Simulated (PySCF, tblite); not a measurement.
**C7H13BFN: geometry, infrared bands and NMR shifts**

Aim: predict the infrared bands and NMR shifts of C7H13BFN (`F/C=C/CBN1CCCC1`).

The runs use tblite 0.8.0 and PySCF 2.14.0, with density-fitted response routines of our own; the level of theory stands in each step. All values are computed, except where a source is named. Atoms are numbered from 0 throughout.

## Step 1: The molecule as given

23 atoms, charge 0, multiplicity 1; geometry from: force field or distance geometry start.

Bonds of the start (Å): F0–C1 1.39, C1–C2 1.35, C2–C3 1.50, C3–B4 1.61, B4–N5 1.52, N5–C6 1.46, C6–C7 1.53, C7–C8 1.53, C8–C9 1.51, C9–N5 1.45, C1–H10 1.08, C2–H11 1.08, C3–H12 1.12, C3–H13 1.08, B4–H14 1.19, C6–H15 1.08, C6–H16 1.09, C7–H17 1.09, C7–H18 1.11, C8–H19 1.09, C8–H20 1.11, C9–H21 1.11, C9–H22 1.12.

## Step 2: Optimising the geometry with GFN2-xTB

What the job is given:

```
{"job": {"kind": "relax", "xc": "GFN2-xTB", "basis": "xTB"}, "charge": 0, "multiplicity": 1}
F      5.320200    -0.239000     0.185600
C      4.060300     0.261200    -0.126900
C      3.080600     0.102000     0.781600
C      1.753900     0.665000     0.383600
B      0.754200    -0.600200     0.402200
N     -0.708600    -0.253700     0.640300
C     -1.113900     0.829900    -0.254900
C     -2.602400     0.809400     0.085600
C     -2.873600    -0.655200    -0.278700
C     -1.602500    -1.307000     0.210300
H      3.863200     0.760700    -1.060100
H      3.225500    -0.397500     1.733100
H      1.369300     1.388500     1.151800
H      1.729700     1.106900    -0.602700
H      1.004100    -1.561700    -0.248900
H     -1.037300     0.487400    -1.272700
H     -0.651800     1.788300    -0.032000
H     -3.203000     1.496500    -0.506800
H     -2.671700     0.965700     1.185300
H     -3.768800    -1.057800     0.197100
H     -2.922300    -0.673100    -1.392200
H     -1.831300    -2.018200     1.033300
H     -1.178500    -1.871300    -0.657900
```

On the command line:

```console
OMP_NUM_THREADS=1 python probes_run.py task.json out
```

One launch serves the whole session: the jobs run in the order shown.

**Question.** This job is followed by: GFN2-xTB harmonic vibrations, gas phase; GIAO PBE0/pcSseg-1 NMR shielding, non-relativistic, gas phase. Predict these results of the whole session: strongest single infrared mode (GFN2-xTB); zero-point energy (GFN2-xTB); 13C shifts against TMS (PBE0/pcSseg-1, means over atoms taken as alike); 1H shifts against TMS (PBE0/pcSseg-1, means over atoms taken as alike); 19F shifts against CFCl3 (PBE0/pcSseg-1); 11B shifts against BF3·OEt2 (PBE0/pcSseg-1); 15N shifts against NH3 (PBE0/pcSseg-1).

As calculated:

| quantity | value |
| --- | --- |
| strongest single infrared mode (GFN2-xTB) | 2620 cm⁻¹, 143 km/mol |
| zero-point energy (GFN2-xTB) | 120.3 kcal/mol |
| 13C shifts against TMS (PBE0/pcSseg-1, means over atoms taken as alike) | 156.0, 120.6, 53.6, 30.3, 20.3 ppm |
| 1H shifts against TMS (PBE0/pcSseg-1, means over atoms taken as alike) | 6.71, 5.94, 5.14, 3.51, 1.86, 1.45 ppm |
| 19F shifts against CFCl3 (PBE0/pcSseg-1) | -132.5 ppm |
| 11B shifts against BF3·OEt2 (PBE0/pcSseg-1) | 39.2 ppm |
| 15N shifts against NH3 (PBE0/pcSseg-1) | 149.6 ppm |

The optimisation took 115 steps and gained 1.918 eV; among the close pairs (by a distance rule), B4–N5 changed most, from 1.522 to 1.377 Å. No mode is imaginary among the 63: a minimum at this level. The strongest single mode, at 2620 cm⁻¹, moves mainly H14. Unscaled tight-binding wavenumbers are off by several per cent, some by more. Its intensities can rank the bands wrongly.
